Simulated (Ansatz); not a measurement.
# CH4FGeNS: the cost of one run

Computed with Ansatz 0.2.0 through its Python package. The levels of theory stand in the script.

### 1 Starting point

Bond lengths: F1–Ge2 1.797 Å, Ge2–N3 1.913 Å, Ge2–C4 1.926 Å, N3–C4 1.323 Å, C4–S5 1.846 Å, Ge2–H6 1.568 Å, N3–H7 1.090 Å, C4–H8 1.104 Å, S5–H9 1.403 Å. Angles (14 of 16 angles, heavy atoms first): F1–Ge2–N3 107.4°, F1–Ge2–C4 113.8°, N3–Ge2–C4 40.3°, Ge2–N3–C4 70.4°, Ge2–C4–N3 69.3°, Ge2–C4–S5 111.4°, N3–C4–S5 112.9°, F1–Ge2–H6 120.7°, N3–Ge2–H6 106.6°, C4–Ge2–H6 123.6°, Ge2–N3–H7 107.0°, C4–N3–H7 109.1°, Ge2–C4–H8 117.1°, N3–C4–H8 118.4°.

The script holds or builds the structure itself.

### 2 Script

The input, methods.py:

```python
# -*- coding: utf-8 -*-
"""CH4FGeNS at several levels of theory."""

from pathlib import Path

import ansatz as az
from ase import Atoms
import numpy as np

BASIS_SET = "def2-SVP"


def main():
    atoms = Atoms(["F", "Ge", "N", "C", "S", "H", "H", "H", "H"], positions=[
        [-0.0226, -0.4578, 2.5378],
        [-0.3291, 0.4826, 1.0378],
        [1.1935, 0.2589, -0.099],
        [0.1762, -0.4393, -0.576],
        [-0.5928, 0.338, -2.0637],
        [-0.6175, 2.0221, 1.1021],
        [1.8783, -0.4153, 0.4159],
        [0.2275, -1.5408, -0.5302],
        [-1.8249, -0.2948, -1.8418],
    ])
    mol = az.Crystal.molecule_from_ase(atoms)

    setup = mol.calculation().basis(gaussian=BASIS_SET)

    print("functional    E (Ha)        dipole (D)   HOMO (eV)  LUMO (eV)")
    for name in ["hse06", "cam_b3lyp", "pbe0", "lc_wpbe", "pbe", "lda"]:
        r = setup.functional(name).forces().orbitals().run(threads=1, runs_dir="runs").report
        lines = Path(r["orbitals_path"]).read_text().splitlines()
        field_of = lambda key: [line.split("=")[1].strip() for line in lines if line.startswith(key)]
        orbitals = [(27.211386 * float(e), s, float(n)) for e, s, n in zip(field_of("Ene="), field_of("Spin="), field_of("Occup="))]
        homo = max(e for e, _, n in orbitals if n > 0.5)
        lumo = min(e for e, _, n in orbitals if n < 0.5)
        dipole = 4.803205 * np.linalg.norm(r["charge_distribution"]["dipole_moment_e_ang"])
        print(f"{name:10s} {r['free_energy_ev'] / 27.211386246:14.6f} {dipole:9.3f} {homo:11.3f} {lumo:10.3f}")


if __name__ == "__main__":
    main()
```

### 3 The run

The run is started by

```console
$ python methods.py
```

**Question.** How long does this script take on 1 thread of Arm Neoverse V2, shared host, and how much memory does it need?

About 28 s, with a peak of 0.37 GiB.
